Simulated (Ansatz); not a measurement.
# SrLi2SnS4: the cost of one run

Computed with Ansatz 0.2.0 (DFT, levels as named, plane waves, PAW, unless a step's input says otherwise).

## (1) The structure to begin with

Symmetry: I-42m, No. 121, tetragonal system. Conventional cell: a = 6.659 Å, b = 6.659 Å, c = 7.918 Å, α = 90.00°, β = 90.00°, γ = 90.00°. Around Li (site symmetry -4) lie 4 S at 2.47 Å. Sr (site symmetry -42m) is surrounded by 8 S at 3.08 to 3.25 Å. Sn (site symmetry -42m) is surrounded by 4 S at 2.37 Å. Around S (site symmetry m) lie 1 Sn at 2.37 Å and 2 Li at 2.47 Å and 2 Sr at 3.08 to 3.25 Å.

Structure file:

```xyz
8
Lattice="-3.3295 3.3295 3.9590 3.3295 -3.3295 3.9590 3.3295 3.3295 -3.9590" Properties=species:S:1:pos:R:3 pbc="T T T"
Li    3.3295    0.0000    1.9795
Li    0.0000    3.3295    1.9795
Sr    0.0000    0.0000    3.9590
Sn    0.0000    0.0000    0.0000
S     1.3757    1.3757   -1.3567
S    -1.9538    1.9538    5.3157
S     1.9538    1.9538    2.6023
S     1.9538   -1.9538    5.3157
```

## (2) Relaxation with PBE

File input.yaml:

```yaml
crystal:
  lattice:
    - [-3.3295, 3.3295, 3.959]
    - [3.3295, -3.3295, 3.959]
    - [3.3295, 3.3295, -3.959]
  atoms:
    - { symbol: Li, position: [0.25, 0.75, 0.5] }
    - { symbol: Li, position: [0.75, 0.25, 0.5] }
    - { symbol: Sr, position: [0.5, 0.5, 0.0] }
    - { symbol: Sn, position: [0.0, 0.0, 0.0] }
    - { symbol: S, position: [0.03526, 0.03526, 0.4132] }
    - { symbol: S, position: [0.96474, 0.37794, 0.0] }
    - { symbol: S, position: [0.62206, 0.62206, 0.5868] }
    - { symbol: S, position: [0.37794, 0.96474, 0.0] }
  symmetry: { tolerance: 0.0003 }
hamiltonian:
  xc: pbe
  pseudopotentials: { kind: paw, azcp: { folder: soft_1 } }
basis:
  ecutwfc: 420
magnetization:
  spin_polarized: false
scf:
  occupations: { method: fermi_dirac, width: 0.02 }
kpoints:
  mp_grid: { grid: [6, 6, 6], shift: [0, 0, 0] }
output:
  forces: true
  stress: true
  eigenvalues: true
relax:
  max_steps: 60
  cell: {}
```

Started as:

```sh
$ ansatz run input.yaml --threads 2 --pin off --max-ram 5632MiB --backend cpu --events-out ev --progress --plain --runs-dir out
```

What time and memory should one allow on 2 threads of Intel Xeon Platinum 8488C (Sapphire Rapids), shared host?

About 43 s, with a peak of 0.58 GiB.
